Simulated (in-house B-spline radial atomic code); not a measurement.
# V¹⁵⁺: excited configurations

How much energy does it take to promote electrons of V¹⁵⁺ to other shells? Each configuration is solved by itself and compared with the reference.

Program: in-house B-spline radial atomic code version 1. Level of theory: Dirac-Hartree-Fock, average of configuration, Fermi nucleus, basis-set limit. These are calculated values, not measurements, unless marked.

## Step 1: The system

- element: vanadium (Z = 23)
- charge: +15
- electrons: 8
- configuration: [He] 2s2 2p4
- Hamiltonian: Dirac-Coulomb
- nucleus: Fermi, rms radius 3.600 fm

Outer shells as boxes (Hund's rule):

[He] 2s2 2p4
```
[He] core
2s [↑↓]
2p [↑↓][↑ ][↑ ]
```

The boxes draw the filling by Hund's rule, which heavy ions in jj coupling don't follow; these runs average over all states of the configuration.

The run's settings:

```ini
Z = 23
electrons = 8.0
configuration = [He] 2s2 2p4
hamiltonian = dirac
method = hf
spin_polarised = False
nucleus = fermi
rms_radius = 3.6002
mass_number = 51
atomic_mass = 50.943957664
speed_of_light = 137.035999084
```

From the earlier run of the reference: total energy -808.163526 hartree. Levels, eight at most:

```csv
orbital,occupation,energy (eV),<r> (bohr)
1s1/2,2,-6122.65,0.06617
2s1/2,2,-1157.16,0.2931
2p1/2,1.33333,-1077.32,0.2551
2p3/2,2.66667,-1069.27,0.2574
```

## Step 2: Configuration [He] 2s2 2p3 6d1

The run's settings:

```ini
Z = 23
electrons = 8.0
configuration = [He] 2s2 2p3 6d1
hamiltonian = dirac
method = hf
spin_polarised = False
nucleus = fermi
rms_radius = 3.6002
mass_number = 51
atomic_mass = 50.943957664
speed_of_light = 137.035999084
```

## Step 3: Run with [He] 2s1 2p4 5g1

Settings: those of step 2 with these lines changed.

```diff
@@ -2,3 +2,3 @@
 electrons = 8.0
-configuration = [He] 2s2 2p3 6d1
+configuration = [He] 2s1 2p4 5g1
 hamiltonian = dirac
```

## Step 4: Configuration [He] 2s1 2p4 6g1

Settings: those of step 3 with these lines changed.

```diff
@@ -2,3 +2,3 @@
 electrons = 8.0
-configuration = [He] 2s1 2p4 5g1
+configuration = [He] 2s1 2p4 6g1
 hamiltonian = dirac
```

## Step 5: Configuration [He] 2s1 2p5

Settings: those of step 4 with these lines changed.

```diff
@@ -2,3 +2,3 @@
 electrons = 8.0
-configuration = [He] 2s1 2p4 6g1
+configuration = [He] 2s1 2p5
 hamiltonian = dirac
```

## Step 6: Run with [He] 2s2 2p3 3p1

Settings: those of step 5 with these lines changed.

```diff
@@ -2,3 +2,3 @@
 electrons = 8.0
-configuration = [He] 2s1 2p5
+configuration = [He] 2s2 2p3 3p1
 hamiltonian = dirac
```

How far above the reference does each configuration lie (order and size, in eV)?

The runs gave:

| net move | configuration | energy above the reference (eV) | with Breit, QED, recoil (eV) | largest <r> (bohr) |
| --- | --- | --- | --- | --- |
| 2s → 2p | [He] 2s1 2p5 | 97.671 | 97.495 | 0.293 |
| 2p → 3p | [He] 2s2 2p3 3p1 | 638.21 | 637.85 | 0.703 |
| 2p → 6d | [He] 2s2 2p3 6d1 | 971.31 | 970.84 | 3.13 |
| 2s → 5g | [He] 2s1 2p4 5g1 | 1016.27 | 1015.61 | 1.72 |
| 2s → 6g | [He] 2s1 2p4 6g1 | 1058.85 | 1058.19 | 2.75 |

Quantum defects of the promoted electron, δ = n − ζ/√(−2ε) with ζ = 16 and ε its orbital energy in hartree:

| promotion | δ |
| --- | --- |
| 2p → 3p | 0.159 |
| 2p → 6d | 0.055 |
| 2s → 5g | 0.001 |
| 2s → 6g | 0.001 |

**Reading.** At the bottom stands 2s → 2p (97.671 eV), at the top 2s → 6g (1058.85 eV). Of those tabulated, the defect is largest for 3p (0.16) and least for 5g (0.00); at this charge much of the defect is relativistic. Two partly filled shells share a symmetry and can mix in the average, which may lower the energy, for: 2p → 3p. These are averages over configurations, without correlation, not spectroscopic levels.
